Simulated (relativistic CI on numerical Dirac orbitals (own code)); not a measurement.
**Xe V (Xe⁴⁺): levels and lines**

What are the lowest levels and the strongest lines of Xe⁴⁺? One CI run answers it; runs with one setting changed show what the result hangs on. Configuration energies are shifted onto measured levels.

Method: Dirac-Coulomb-Breit CI, KLI orbitals optimised for each configuration, model QED (radiative potential, 1s self-energy scaled to tabulated hydrogen-like ionisation energies), valence Slater integrals scaled by 0.85, configuration energies shifted to the measured levels that pair with them (semi-empirical). Code: relativistic CI on numerical Dirac orbitals (own code) version 4.

### Step 1. What is computed

- ion: Xe⁴⁺ (Xe V)
- nuclear charge: 54
- electrons: 50
- isotope: A = 132
- first configuration typed: [Kr] 4d10 5s2 5p2

Outer shells as boxes (Hund's rule):

first configuration typed
```
[Kr] core
4d [↑↓][↑↓][↑↓][↑↓][↑↓]
5s [↑↓]
5p [↑ ][↑ ][  ]
```

### Step 2. Base run

Input settings:

```ini
atom Xe  Z=54  charge=4  electrons=50
nucleus A=132  rms_radius_fm=4.7859
hamiltonian dirac-coulomb  breit=on  qed=on  c_scale=1
orbitals kli  potential=per-configuration
slater_scale 0.85
correlation fit
mixing on
configurations
  [Kr] 4d10 5s2 5p2
  [Kr] 4d10 5s 5p3
  [Kr] 4d10 5s2 5p 5d
  [Kr] 4d10 4f 5s2 5p
  [Kr] 4d10 5s2 5p 6s
  [Kr] 4d10 5s2 5p 6p
  [Kr] 4d10 5p4
  [Kr] 4d10 5s2 5d2
  [Kr] 4d10 5s 5p2 5d
  [Kr] 4d10 4f2 5s2
  [Kr] 4d10 5s2 5p 5f
  [Kr] 4d10 5s2 5p 5g
  [Kr] 4d10 5s 5p2 5f
  [Kr] 4d10 5p2 5d2
  [Kr] 4d10 4f 5s2 5d
  [Kr] 4d10 5s 5p2 5g
  [Kr] 4d10 4f2 5p2
  [Kr] 4d10 5s2 5f2
  [Kr] 4d10 5s2 5p 6d
  [Kr] 4d10 5s2 5p 7s
  [Kr] 4d10 4f 5s 5p2
  [Kr] 4d10 5p3 5d
  [Kr] 4d10 5s2 5p 7p
  [Kr] 4d10 5s 5p2 6s
  [Kr] 4d10 5s2 5g2
  [Kr] 4d10 4f 5p3
  [Kr] 4d10 5s 5p 5d2
  [Kr] 4d10 5s 5p2 6p
  [Kr] 4d10 5s2 5p 6f
  [Kr] 4d10 5s2 5p 7d
end
```

On the command line:

```bash
$ python run_levels.py task.json out
```

The settings of every run stand in task.json; they run in order.

### Step 4. Slater integrals scaled by 0.75

The settings differ from step 2 so:

```diff
@@ -4,3 +4,3 @@
 orbitals kli  potential=per-configuration
-slater_scale 0.85
+slater_scale 0.75
 correlation fit
```

### Step 5. Slater integrals scaled by 1

The settings differ from step 4 so:

```diff
@@ -4,3 +4,3 @@
 orbitals kli  potential=per-configuration
-slater_scale 0.75
+slater_scale 1
 correlation fit
```

(Steps that only read results are left out.)

Before running it: what results should come out? Wanted: lowest level; first excitation; lowest level of the other parity; fastest E1 line; mean error of paired levels.

As calculated:

| run | time | mean size of shift, levels followed (cm⁻¹) | lowest level | mean error to measured (cm⁻¹) |
| --- | --- | --- | --- | --- |
| main run | 4.1 s | 0 | 5p2 3P0 | 737 |
| Slater integrals scaled by 0.75 | 5.4 s | 783 | 5p2 3P0 | - |
| Slater integrals scaled by 1 | 6.7 s | 996 | 5p2 3P0 | - |

| quantity | value |
| --- | --- |
| lowest level | 5p2 3P0 |
| first excitation | 5p2 3P1, 9123.6 cm⁻¹ |
| lowest level of the other parity | 5s 5p3 5S°2, 91521 cm⁻¹ |
| levels in the model | 948 |
| fastest E1 line (by rate) to the lowest level among the lowest 400 of 948 levels | 58.11 nm, from 5p 5d [5p1/2 5d3/2] J=1° |
| mean error of paired levels | 737 cm⁻¹ over 37 |

In words: 5p2 3P0 comes out lowest; its LS label holds 87 % and its jj label 90 %; over the low levels the means are 80 and 71 %, so LS coupling describes them better. Of the changes tried, the run «Slater integrals scaled by 1» moves the low levels most, by 996 cm⁻¹ on average. The configurations are shifted onto measured levels, so the match to them is no test; configurations with no paired level borrow a shift and can be far off. Lifetimes count radiative decay inside the model alone.
